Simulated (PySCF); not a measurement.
**One shape, several levels: C3H9NSi (SMILES C[Si]N(C)C)**

Wanted: a comparison of 6 runs (HF/3-21G, B2PLYP/cc-pVDZ, B3LYP/cc-pVDZ, M06-L/cc-pVDZ, wB97M-V/cc-pVDZ, SCS-MP2/cc-pVDZ) of C3H9NSi. Input form: a Python script.

Program for the calculation: PySCF 2.14.0.

1 further run of the same task is left out (set aside as unsound or not needed).

## (1) Starting point

The species is C3H9NSi (14 atoms), meant as a singlet with charge 0. As SMILES, `C[Si]N(C)C`. Geometry: relaxed at PBE0-D4/def2-TZVP. This is one conformer, not always the lowest.

Bond lengths: C1–Si2 1.908 Å, Si2–N3 1.719 Å, N3–C4 1.444 Å, N3–C5 1.449 Å, C1–H6 1.096 Å, C1–H7 1.096 Å, C1–H8 1.093 Å, C4–H9 1.088 Å, C4–H10 1.097 Å, C4–H11 1.097 Å, C5–H12 1.097 Å, C5–H13 1.097 Å, C5–H14 1.092 Å. Some angles: C1–Si2–N3 101.5°, Si2–N3–C4 129.9°, Si2–N3–C5 118.4°, C4–N3–C5 111.8°, Si2–C1–H6 112.2°, Si2–C1–H7 112.3°, Si2–C1–H8 109.3°, N3–C4–H9 111.2°, N3–C4–H10 110.8°, N3–C4–H11 110.8°.

## (2) The energy at HF/3-21G (run 1)

calc.py

```python
from pyscf import gto

mol = gto.Mole()
mol.atom = [
    ('C', (-1.926900, 0.083900, 1.290000)),
    ('Si', (-0.860000, 1.344200, 0.334800)),
    ('N', (0.370400, 0.332300, -0.310900)),
    ('C', (0.561800, -1.093100, -0.177000)),
    ('C', (1.405000, 0.939100, -1.123500)),
    ('H', (-2.344800, -0.686600, 0.632200)),
    ('H', (-1.362500, -0.422500, 2.081200)),
    ('H', (-2.763700, 0.604300, 1.762300)),
    ('H', (-0.219600, -1.539200, 0.434400)),
    ('H', (1.531400, -1.314500, 0.287000)),
    ('H', (0.552100, -1.581800, -1.159600)),
    ('H', (2.397200, 0.779300, -0.683400)),
    ('H', (1.415100, 0.511300, -2.133800)),
    ('H', (1.231600, 2.014000, -1.204700)),
]
mol.verbose = 3
mol.max_memory = 1860
mol.basis = '3-21g'
mol.build()

myscf = mol.RHF()
myscf.conv_tol = 1e-10
myscf.kernel()
if not myscf.converged:
    myscf = myscf.newton().run(myscf.mo_coeff, myscf.mo_occ)

e_final = myscf.e_tot
print('Final energy', e_final)
```

Run with:

```console
OMP_NUM_THREADS=1 python calc.py
```

Log:

```text
converged SCF energy = -459.737922852429
Final energy -459.73792285242945
```

Run time: 1.4 s. Hardware: 1 thread of Intel Xeon Platinum 8259CL at 2.50GHz (Skylake/Cascade Lake), shared host; peak memory 0.14 GiB.

## (3) A single-point energy at B2PLYP/cc-pVDZ (run 2)

geometry.xyz

```xyz
14

C     -1.926900     0.083900     1.290000
Si    -0.860000     1.344200     0.334800
N      0.370400     0.332300    -0.310900
C      0.561800    -1.093100    -0.177000
C      1.405000     0.939100    -1.123500
H     -2.344800    -0.686600     0.632200
H     -1.362500    -0.422500     2.081200
H     -2.763700     0.604300     1.762300
H     -0.219600    -1.539200     0.434400
H      1.531400    -1.314500     0.287000
H      0.552100    -1.581800    -1.159600
H      2.397200     0.779300    -0.683400
H      1.415100     0.511300    -2.133800
H      1.231600     2.014000    -1.204700
```

run.py

```python
from pyscf import gto, dft, mp

system = gto.M(
    atom='geometry.xyz',
    charge=0,
    verbose=3,
    spin=0,
    max_memory=1860,
    basis='cc-pvdz',
)

ks = dft.RKS(system, xc='0.53*HF + 0.47*B88, 0.73*LYP')
ks.grids.level = 5
ks.conv_tol = 1e-10
ks.kernel()
if not ks.converged:
    ks = ks.newton().run(ks.mo_coeff, ks.mo_occ)

pt = mp.MP2(ks, frozen=9).run()
e_final = ks.e_tot + 0.27 * pt.e_corr
print('PT2 part  %.8f' % (0.27 * pt.e_corr))
print('Final energy', e_final)
```

Run with:

```console
OMP_NUM_THREADS=1 python run.py
```

Log:

```text
converged SCF energy = -463.400881724181
E(RMP2) = -464.255503875585  E_corr = -0.854622151403562
E(SCS-RMP2) = -464.253755597967  E_corr = -0.852873873786205
PT2 part  -0.23074798
Final energy -463.6316297050601
```

It took 43 s on 1 thread of Intel Xeon Platinum 8259CL at 2.50GHz (Skylake/Cascade Lake), shared host; peak memory 0.67 GiB.

Runs 3 to 4 aren't shown in full; the table further down has their settings and results.

## (4) The energy at wB97M-V/cc-pVDZ (run 5)

run.py

```python
# C[Si]N(C)C
from pyscf import gto, dft

mol = gto.M(
    atom='''
C     -3.641313     0.158548     2.437747
Si    -1.625164     2.540170     0.632680
N      0.699955     0.627956    -0.587516
C      1.061648    -2.065660    -0.334482
C      2.655065     1.774642    -2.123107
H     -4.431030    -1.297486     1.194685
H     -2.574752    -0.798409     3.932898
H     -5.222636     1.141961     3.330264
H     -0.414984    -2.908666     0.820897
H      2.893927    -2.484045     0.542351
H      1.043318    -2.989169    -2.191326
H      4.530051     1.472664    -1.291439
H      2.674151     0.966217    -4.032298
H      2.327387     3.805908    -2.276553
''',
    spin=0,
    max_memory=1860,
    charge=0,
    unit='bohr',
    basis='cc-pvdz',
    verbose=4,
)

mf = dft.RKS(mol, xc='wb97m-v')
mf.nlcgrids.level = 1
mf.conv_tol = 1e-10
mf.grids.level = 5
mf.kernel()
if not mf.converged:
    mf = mf.newton().run(mf.mo_coeff, mf.mo_occ)

e_final = mf.e_tot
print('E(%s) = %.9f' % ('WB97M-V', e_final))
```

Run with:

```console
OMP_NUM_THREADS=1 python run.py
```

Log:

```text
PySCF version 2.14.0

[... 94 lines left out ...]
converged SCF energy = -463.843867286208
E(WB97M-V) = -463.843867286
```

Run time: 4.9 min. Hardware: 1 thread of Intel Xeon Platinum 8259CL at 2.50GHz (Skylake/Cascade Lake), shared host; peak memory 0.74 GiB.

## (5) The energy at SCS-MP2/cc-pVDZ (run 6)

run.py

```python
from pyscf import gto, scf, mp

mol = gto.M(
    atom=[
    ('C', (-1.926900, 0.083900, 1.290000)),
    ('Si', (-0.860000, 1.344200, 0.334800)),
    ('N', (0.370400, 0.332300, -0.310900)),
    ('C', (0.561800, -1.093100, -0.177000)),
    ('C', (1.405000, 0.939100, -1.123500)),
    ('H', (-2.344800, -0.686600, 0.632200)),
    ('H', (-1.362500, -0.422500, 2.081200)),
    ('H', (-2.763700, 0.604300, 1.762300)),
    ('H', (-0.219600, -1.539200, 0.434400)),
    ('H', (1.531400, -1.314500, 0.287000)),
    ('H', (0.552100, -1.581800, -1.159600)),
    ('H', (2.397200, 0.779300, -0.683400)),
    ('H', (1.415100, 0.511300, -2.133800)),
    ('H', (1.231600, 2.014000, -1.204700)),
],
    max_memory=1860,
    verbose=3,
    charge=0,
    basis='cc-pvdz',
    spin=0,
)

hf = scf.RHF(mol)
hf.conv_tol = 1e-10
hf.kernel()
if not hf.converged:
    hf = hf.newton().run(hf.mo_coeff, hf.mo_occ)

pt = mp.MP2(hf, frozen=9).run()
e_final = hf.e_tot + 1.2 * pt.e_corr_os + pt.e_corr_ss / 3
print('E = %.10f Eh' % e_final)
```

Run with:

```console
OMP_NUM_THREADS=1 python run.py
```

Log:

```text
converged SCF energy = -462.207966667006
E(RMP2) = -462.902351659184  E_corr = -0.69438499217854
E(SCS-RMP2) = -462.902620249637  E_corr = -0.694653582631323
E = -462.9026202496 Eh
```

Run time: 6 s. Hardware: 1 thread of Intel Xeon Platinum 8259CL at 2.50GHz (Skylake/Cascade Lake), shared host; peak memory 0.4 GiB.

## (6) The series

| run | level | frozen core orbitals | integration grid | energy (Eh) | dipole moment (D) of the reference | HOMO energy (eV) | LUMO energy (eV) | wall time |
| --- | --- | --- | --- | --- | --- | --- | --- | --- |
| 1 | HF/3-21G | – | – | -459.737923 | 2.20 | -8.16 | 2.26 | 1.4 s |
| 2 | B2PLYP/cc-pVDZ | 9 | 5 | -463.631630 | 2.06 | -6.66 | 0.26 | 43 s |
| 3 | B3LYP/cc-pVDZ | – | 5 | -463.982510 | 2.17 | -5.56 | -1.11 | 48 s |
| 4 | M06-L/cc-pVDZ | – | 5 | -463.932568 | 2.33 | -4.89 | -1.60 | 71 s |
| 5 | wB97M-V/cc-pVDZ | – | 5 | -463.843867 | 2.03 | -7.87 | 1.04 | 4.9 min |
| 6 | SCS-MP2/cc-pVDZ | 9 | – | -462.902620 | 2.00 | -8.21 | 2.22 | 6 s |

## (7) Outcome

| quantity | value |
| --- | --- |
| run 6: total energy | -462.90262 Eh |
| run 6: dipole moment (Hartree–Fock density) | 2.00 D |
| run 6: HOMO energy (Hartree–Fock orbitals) | -8.21 eV |
| run 6: LUMO energy (Hartree–Fock orbitals) | 2.22 eV |
| run 6: HOMO–LUMO gap (Hartree–Fock orbitals) | 10.43 eV |
| run 6: correlation energy (9 core orbitals frozen) | -694.7 mEh |

**Reading.** Over runs 1, 2, 3, 4, 5 the dipole moment (its size) runs from 2.03 D (wB97M-V/cc-pVDZ) to 2.33 D (M06-L/cc-pVDZ). Over runs 1, 2, 3, 4, 5 the HOMO–LUMO gap runs from 3.29 eV (M06-L/cc-pVDZ) to 10.42 eV (HF/3-21G). The two ends differ in method and basis. Totals of different functionals can't be ranked against each other. All runs together took 7.7 min, the longest 4.9 min.
